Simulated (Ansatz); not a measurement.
# FH3NO2V: how energies converge with the basis set

How large a basis does FH3NO2V need? Two functionals are run in growing sets.

Program: Ansatz 0.2.0, Gaussian basis. Level of theory: one geometry, several basis sets. These are calculated values, not measurements.

The runs, in order: PBE0-D4/def2-SVP; ωB97M-V/def2-SVP; PBE0-D4/def2-QZVPP; ωB97M-V/def2-QZVPP; the functionals' def2-TZVPP values are taken from earlier runs.

## 1. The relaxed structure

The geometry comes from an earlier relaxation with PBE0-D4 in a triple-zeta def2 set; it is a stationary point, not always the lowest conformer.

SMILES `[NH]=[V]([OH])([OH])[F]`, 8 atoms, charge 0, spin multiplicity 1.

Atoms are counted from 1 here; the program's logs count them from 0.

Bond lengths: N1–V2 1.603 Å, N1–H6 1.011 Å, V2–O3 1.760 Å, V2–O4 1.760 Å, V2–F5 1.741 Å, O3–H7 0.960 Å, O4–H8 0.960 Å. Angles: V2–N1–H6 171.6°, N1–V2–O3 108.8°, N1–V2–O4 108.8°, N1–V2–F5 109.2°, O3–V2–O4 109.7°, O3–V2–F5 110.1°, O4–V2–F5 110.1°, V2–O3–H7 122.7°, V2–O4–H8 122.7°.

As a file:

```xyz
8
charge 0, multiplicity 1
N    -0.7853    0.9407    0.4741
V     0.1771   -0.0112   -0.3849
O     1.7104   -0.1822    0.4624
O    -0.5870   -1.5878   -0.5538
F     0.4356    0.7001   -1.9531
H    -1.3933    1.6286    0.8972
H     1.9082    0.2881    1.2753
H    -1.4657   -1.7762   -0.2172
```

## 2. PBE0-D4 in def2-SVP

in.yaml reads:

```yaml
crystal:
  periodic: [false, false, false]
  atoms:
    - {symbol: N, position_ang: [-0.785305, 0.940651, 0.474145]}
    - {symbol: V, position_ang: [0.177094, -0.011184, -0.384866]}
    - {symbol: O, position_ang: [1.710382, -0.182156, 0.462395]}
    - {symbol: O, position_ang: [-0.586955, -1.587811, -0.553834]}
    - {symbol: F, position_ang: [0.435601, 0.700069, -1.953075]}
    - {symbol: H, position_ang: [-1.393339, 1.628585, 0.897160]}
    - {symbol: H, position_ang: [1.908248, 0.288069, 1.275287]}
    - {symbol: H, position_ang: [-1.465726, -1.776232, -0.217212]}
basis:
  gaussian: {orbitals: def2-SVP}
hamiltonian: {xc: pbe0, dispersion: d4}
output: {orbitals: {seedname: orbitals}}
```

Started as:

```
> ansatz run in.yaml --threads 2 --pin off --events-out ev --progress --plain --max-ram 32768MiB --backend cpu
```

After this run come: ωB97M-V in def2-SVP; PBE0-D4 in def2-QZVPP; ωB97M-V in def2-QZVPP.

Before running them: what should the planned runs give, taken together? Wanted: PBE0-D4: double and triple zeta above quadruple; ωB97M-V: double and triple zeta above quadruple.

**Answer**, as computed:

```
                                       quantity           value
PBE0-D4: double and triple zeta above quadruple  14.92, 0.96 eV
ωB97M-V: double and triple zeta above quadruple  15.10, 0.91 eV
```

**Reading.** PBE0-D4 gains 13.96 eV from double to triple zeta, then 0.96 eV more. These are total energies; as a rule much of such shifts cancels in differences, which this series doesn't test.
